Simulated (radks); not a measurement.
# Re in [Xe] 4f14 5d4 6s2 6p1: an all-electron calculation

Aim: the levels, the sizes of the orbitals and the parts of the energy of neutral rhenium.

Method: scalar-relativistic Kohn-Sham, exchange-only LDA, spin-unpolarised, spherical densities, point nucleus. Code: radks (a radial shooting solver on a logarithmic mesh, Libxc functionals) version 1.

## 1. The system

* element: rhenium (Z = 75)
* charge: 0
* electrons: 75
* configuration: [Xe] 4f14 5d4 6s2 6p1

Outer shells as boxes (Hund's rule):

Re
```
[Xe] core
4f [↑↓][↑↓][↑↓][↑↓][↑↓][↑↓][↑↓]
5d [↑ ][↑ ][↑ ][↑ ][  ]
6s [↑↓]
6p [↑ ][  ][  ]
```

## 2. Self-consistent calculation

Settings of this run:

```text
Z 75
configuration [Xe] 4f14 5d4 6s2 6p1
relativity scalar-relativistic
functional lda,
spin unpolarised
nucleus point
c 137.035999084
```

**Question.** What will this run give?

The runs gave:

| quantity | value |
| --- | --- |
| total energy | -16674.6766 hartree |
| exchange-correlation share of it | 1.88 % |
| −T/E | 1.1054 |
| highest occupied level | 6p, -1.748 eV |
| most extended occupied level | 6p, <r> = 4.40 bohr |
| radius at density 0.001 e/bohr³ | 4.99 bohr |
| maxima of the radial density | 4 |

6 principal shells are occupied and 4 maxima appear in the radial density; where shells overlap, one shows as a shoulder or not at all. Relativity lifts −T/E to 1.105. This is not the tabulated ground configuration, so its levels and sizes aren't those of the ground state, and no measured value stands beside it.
